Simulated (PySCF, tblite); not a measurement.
# C5H15NSi, a small molecule taken as a stand-in for a surface group (carbon-backed Si): NMR shifts, core binding energies and electronic excitations

Aim: the NMR shifts, core binding energies and electronic excitations of `CN(C)[Si](C)(C)C`.

Computed with tblite 0.8.0 and PySCF 2.14.0; each step states its level. No surroundings beyond the atoms listed, unless a continuum is named. Atoms count from 0, parts from 1.

## 1. The system as given

22 atoms, charge 0, multiplicity 1; geometry: distance geometry start.

## 2. Geometry optimisation with GFN2-xTB

The job: settings as JSON, then the geometry in Å.

```
{"job": {"kind": "relax", "xc": "GFN2-xTB", "basis": "xTB"}, "charge": 0, "multiplicity": 1}
C      0.827746     1.829905     0.886987
Si    -0.139883     1.319432    -0.631522
C      0.680209    -0.080798    -1.449450
C     -0.207532     2.754675    -1.784249
N     -1.824178     0.884762    -0.119771
C     -1.961563     0.365995     1.238177
C     -2.899275     1.669843    -0.594928
H      0.670886     2.837636     1.043816
H      0.547959     1.264487     1.683789
H      1.848379     1.668497     0.667835
H      1.516654    -0.387426    -0.913082
H      0.024137    -0.897832    -1.470687
H      0.977617     0.182187    -2.414405
H     -1.035166     2.626113    -2.430277
H      0.645694     2.775808    -2.373234
H     -0.332767     3.635010    -1.272645
H     -2.248826     1.155932     1.866612
H     -1.061001     0.003089     1.553361
H     -2.693611    -0.371000     1.272155
H     -3.676854     1.672769     0.071802
H     -3.199241     1.360481    -1.531694
H     -2.542201     2.683151    -0.697042
```

Method: GFN2-xTB geometry optimisation, gas phase.

On the command line:

```bash
OMP_NUM_THREADS=1 python cluster_run.py task.json out
```

One launch serves the whole session: the jobs run in the order shown.

**Question.** The jobs that follow are: PBE0-D3(BJ)/def2-SVP geometry optimisation, gas phase; GIAO PBE0/pcSseg-1 NMR shielding, non-relativistic, gas phase; delta-SCF UKS SCAN, pcX-2 on the ionised atom, pcseg-1 elsewhere, spin-free X2C; TDDFT CAM-B3LYP/def2-SVPD, vertical, gas phase, core orbitals frozen in the response. Predict: rotational constants (main isotopes); $^{13}$C shifts against TMS (PBE0/pcSseg-1, means over atoms taken as alike); $^{1}$H shifts against TMS (PBE0/pcSseg-1, means over atoms taken as alike); $^{29}$Si shifts against TMS (PBE0/pcSseg-1); $^{15}$N shifts against NH3 (PBE0/pcSseg-1); C1s binding energies, SCAN/pcX-2 (standing for 4 of 5 atoms); Si2p binding energies, SCAN/pcX-2; N1s binding energies, SCAN/pcX-2; lowest singlet (CAM-B3LYP/def2-SVPD); brightest single state of those computed; lowest triplet; vertical ionisation energy (ΔSCF).

The runs gave:

```
                                                                    quantity                                                                                 value
                                        rotational constants (main isotopes)                                                                  2.37, 1.65, 1.43 GHz
$^{13}$C shifts against TMS (PBE0/pcSseg-1, means over atoms taken as alike)                                                            38.5, 38.4, -0.9, -1.9 ppm
 $^{1}$H shifts against TMS (PBE0/pcSseg-1, means over atoms taken as alike)  2.69, 2.68, 2.24, 2.23, 2.20, 2.20, 0.35, 0.05, 0.03, -0.05, -0.07, -0.14, -0.30 ppm
                                $^{29}$Si shifts against TMS (PBE0/pcSseg-1)                                                                               8.1 ppm
                                 $^{15}$N shifts against NH3 (PBE0/pcSseg-1)                                                                              23.2 ppm
                C1s binding energies, SCAN/pcX-2 (standing for 4 of 5 atoms)                                                    C5 291.17, C0 289.76, C2 289.63 eV
                                           Si2p binding energies, SCAN/pcX-2                                                                         Si1 106.09 eV
                                            N1s binding energies, SCAN/pcX-2                                                                          N4 403.75 eV
                                        lowest singlet (CAM-B3LYP/def2-SVPD)                                                           5.73 eV (216 nm), f = 0.003
                                    brightest single state of those computed                                                           state 4, 6.88 eV, f = 0.053
                                                              lowest triplet                                                                               5.63 eV
                                           vertical ionisation energy (ΔSCF)                                                                               7.91 eV
```

**Reading.** Over 8 steps the energy fell by 0.234 eV; of the close pairs, C3–H14 changed most, 1.045 to 1.102 Å (PBE0/def2-SVP). The C1s levels kept as sound span 1.55 eV, from C2 (carbon bonded to Si, 3 H) up to C5 (carbon bonded to N, 3 H). Only 4 of the 5 C atoms are covered by sound results. The first singlet state (HOMO→LUMO 0.83, HOMO→LUMO+1 0.12) lies at 5.73 eV and is weak; of the 6 states computed, the strongest absorption comes from state 4 at 6.88 eV. The lowest triplet lies 0.10 eV below the lowest singlet (triplets in Tamm-Dancoff, singlets in full TDDFT). At CAM-B3LYP/def2-SVPD, the highest states lie near or above the ionisation energy, where they hang on the basis. ΔSCF puts the ionisation energy at 7.91 eV, 0.57 eV above −ε(HOMO). A capped cluster stands for the solid here, so long-range fields and strain are missing, and bands or shifts of the capping hydrogens have no counterpart in it.
